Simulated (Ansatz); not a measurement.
# AlGaH (doublet): B3LYP, wB97M-V over a scan of the distance Al1–H3, 6-31G

Aim: run AlGaH (doublet) with these functionals over a scan of the distance Al1–H3, and hold them against the top wave-function level at the same points.

Method: 6-31G, all electrons in the functionals; program: Ansatz 0.2.0, Gaussian basis.

Plan: B3LYP, wB97M-V, at 1.313 Å; 1.426 Å; 1.622 Å; 1.818 Å; 1.935 Å; 2.257 Å; 2.538 Å; 3.063 Å; 3.635 Å; 4.378 Å; 5.629 Å.

21 further runs of the same task are left out: 2 for a known fault of the program, 15 that didn't finish, 4 set aside as unsound or not needed.

## 1. What is computed

The geometry derives from a PBE0/def2-TZVP stationary point (not a proven minimum). One bond is set to the value named and the two fragments are kept rigid. No spin-orbit coupling is included. The filled d shell of Ga may be among the frozen orbitals whatever the setting's name suggests; the logs give the count.

3 atoms, charge 0, spin multiplicity 2.

Atoms are counted from 1 here; the program's logs count them from 0.

Bond lengths: Al1–Ga2 2.671 Å, Al1–H3 1.622 Å. Angles: Ga2–Al1–H3 180.0°.

No dispersion term is added; wB97M-V holds VV10 nonlocal correlation. B3LYP takes the VWN-RPA correlation.

The geometry shown and the zero of energy belong to the point 1.622 Å. The yardstick, FCI, and other wave-function levels (R restricted, U unrestricted, valence and pair active spaces) come from earlier runs.

## 2. B3LYP, 1.313 Å

Input file in.yaml:

```yaml
crystal:
  periodic: [false, false, false]
  atoms:
    - {symbol: Al, position_ang: [0.000000, 0.000000, -0.452500]}
    - {symbol: Ga, position_ang: [0.000000, 0.000000, 2.218000]}
    - {symbol: H, position_ang: [0.000000, 0.000000, -1.765500]}
basis:
  gaussian: {orbitals: 6-31G}
magnetization: {spin_polarized: true, initial_magnetization: 1}
hamiltonian: {xc: {name: B3LYP}}
```

Started as:

```
> ansatz run in.yaml --threads 1 --pin off --events-out ev --progress --plain --max-ram 2393MiB
```

After this run come: B3LYP, 1.426 Å; B3LYP, 1.622 Å; B3LYP, 1.818 Å; B3LYP, 1.935 Å; B3LYP, 2.257 Å; B3LYP, 2.538 Å; B3LYP, 3.063 Å; B3LYP, 3.635 Å; B3LYP, 4.378 Å; B3LYP, 5.629 Å; wB97M-V, 1.313 Å; wB97M-V, 1.426 Å; wB97M-V, 1.622 Å; wB97M-V, 1.818 Å; wB97M-V, 1.935 Å; wB97M-V, 2.257 Å; wB97M-V, 2.538 Å; wB97M-V, 3.063 Å; wB97M-V, 3.635 Å; wB97M-V, 4.378 Å; wB97M-V, 5.629 Å.

**Question.** What will the summary of the whole plan be? Wanted: span of the FCI curve; largest miss, B3LYP; largest miss, wB97M-V.

As calculated:

```
             quantity                   value
span of the FCI curve            204.9 kJ/mol
  largest miss, B3LYP  +52.5 kJ/mol (5.629 Å)
largest miss, wB97M-V  +60.2 kJ/mol (3.063 Å)
```

In words: Of the functionals, B3LYP keep the smallest largest miss at the points compared (at most 52.5 kJ/mol) and wB97M-V strays most (60.2 kJ/mol, at 3.063 Å). B3LYP, wB97M-V clearly break the spin symmetry at some points (⟨S²⟩ up to 1.01 above the pure value), so energy there is bought with a mixed spin. Functionals and the yardstick converge differently with the basis, so part of each miss in 6-31G is the basis.
